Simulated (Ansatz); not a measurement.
# ZrOs: the cost of one run

Program: Ansatz 0.2.0. Level of theory: DFT LDA, scalar-relativistic. These are calculated values, not measurements.

**1. The starting structure**

The structure is cubic, space group Pm-3m (No. 221). Conventional cell: a = 3.263 Å, b = 3.263 Å, c = 3.263 Å, α = 90.00°, β = 90.00°, γ = 90.00°. Around Zr (site symmetry m-3m) lie 8 Os at 2.83 Å. Os (site symmetry m-3m) is surrounded by 8 Zr at 2.83 Å.

Coordinates:

```xyz
2
Lattice="3.2630 0.0000 0.0000 0.0000 3.2630 0.0000 0.0000 0.0000 3.2630" Properties=species:S:1:pos:R:3 pbc="T T T"
Zr    1.6315    1.6315    1.6315
Os    0.0000    0.0000    0.0000
```

Atoms are numbered in the order of the input: Zr1, Os2.

**2. After the deformation**

Space group Pm-3m before, R-3m after.

**3. Full-potential LAPW**

input.yaml

```yaml
crystal:
  lattice:
    - [3.263, 0.03263, 0.03263]
    - [0.03263, 3.263, 0.03263]
    - [0.03263, 0.03263, 3.263]
  atoms:
    - { symbol: Zr, position: [0.5, 0.5, 0.5] }
    - { symbol: Os, position: [0.0, 0.0, 0.0] }
kpoints:
  mp_grid: { grid: [13, 13, 13] }
  band_path:
    path:
      - [0.0, 0.0, 0.0]
      - [0.5, 0.5, 0.5]
      - [0.5193194925, 0.4806805075, 0.5]
      - [0.5, -0.4806805075, 0.4806805075]
      - [0.5, 0.0, 0.0]
      - [0.0, 0.0, 0.0]
      - [0.4903402537, -0.4903402537, 0.0]
      - [0.5096597463, 0.0, 0.4903402537]
      - [0.5, 0.0, 0.5]
    npoints: 5
scf:
  occupations: { method: fermi_dirac, width: 0.03 }
hamiltonian:
  xc: lda
  pseudopotentials: { kind: all_electron, lapw: { basis_error: 0.00025 } }
output:
  forces: true
  stress: true
  eigenvalues: true
```

Started as:

```console
$ ansatz run input.yaml --threads 1 --pin off --max-ram 3072MiB --backend cpu --events-out ev --progress --plain --runs-dir out
```

**Question.** How long does this run take on 1 thread of Arm Neoverse V1, shared host, and how much memory does it need?

About 2.1 min, with a peak of 1.1 GiB.
